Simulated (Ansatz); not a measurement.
Consider cell relaxations under several functionals of Hf, space group P6/mmm (the Python package of Ansatz (0.2.0)).

`run_lattice.py`:
```python
# -*- coding: utf-8 -*-
"""Relaxed cell of Hf under several functionals."""

import warnings

import ansatz as az
import numpy as np

def edges_and_angles(cell):
    cell = np.asarray(cell)
    a, b, c = np.linalg.norm(cell, axis=1)
    cosines = cell[1] @ cell[2] / (b * c), cell[0] @ cell[2] / (a * c), cell[0] @ cell[1] / (a * b)
    return (a, b, c, *np.degrees(np.arccos(cosines)))

warnings.simplefilter("ignore", az.DeckWarning)

crystal = (
    az.Lattice.of((4.96232954, 0.0, 0.0), (-2.48116477, 4.29750345, 0.0), (0.0, 0.0, 3.08623225))
    .atom("Hf", (2 / 3, 1 / 3, 0.5))
    .atom("Hf", (1 / 3, 2 / 3, 0.5))
    .atom("Hf", (0.0, 0.0, 0.0))
)

base = (
    crystal.calculation()
    .basis(530)
    .kpoints(7, 7, 10)  # the mesh must be finer for metals
    .occupations(az.OccupationsMethod.FERMI_DIRAC)
    .relax(cell=True, force_tolerance=0.03)  # relax until the tolerances are met
)

levels = [("r2scan", "none"), ("pbesol", "none"), ("lda", "none")]
print("level            a       b       c    alpha   beta  gamma  V/atom  steps")
for name, dispersion in levels:
    seen = []
    run = base.functional(name, dispersion=dispersion).session().plan()
    outcome = run.execute(on_event=lambda e: seen.append(e) if e["event"] == "relax_step" else None)
    cell = outcome.lattice.cell_ang
    label = name if dispersion == "none" else f"{name}+{dispersion}"
    print("{:13s} {:7.4f} {:7.4f} {:7.4f} {:6.2f} {:6.2f} {:6.2f}".format(label, *edges_and_angles(cell)), f"{abs(np.linalg.det(cell)) / len(outcome.lattice.sites):7.3f} {len(seen):5d}")
```

Rank the levels of theory by the volume of the relaxed cell.

From smallest to largest: LDA (20.63 Å³ an atom, -6.0 % against the start), PBEsol (21.39 Å³ an atom, -2.5 % against the start) and r2SCAN (22.07 Å³ an atom, +0.6 % against the start). The spread is 7.0 % in volume.

The run itself:

Output of `python run_lattice.py`:
```text
level            a       b       c    alpha   beta  gamma  V/atom  steps
r2scan         4.9727  4.9727  3.0916  90.00  90.00 120.00  22.069     4
pbesol         4.9202  4.9202  3.0614  90.00  90.00 120.00  21.394     5
lda            4.8583  4.8583  3.0279  90.00  90.00 120.00  20.631     5
```

Reading the output:
- Forces vanish by symmetry, so the ions can't move, and the end may be a saddle.
- For a metal this k-point mesh is coarse: on a finer one energies can move by several to tens of meV an atom and pressures by half a GPa or more, differences at one mesh by less.
- Spin-orbit coupling, which matters for elements this heavy, is left out.
- This isn't the structure that Hf takes at ambient conditions.
- It ran for 3 min on 1 thread of Arm Neoverse V2, on a shared host, peak memory 0.68 GiB.

(A comment or docstring line of the script was reworded after the run, the code is as it ran.)
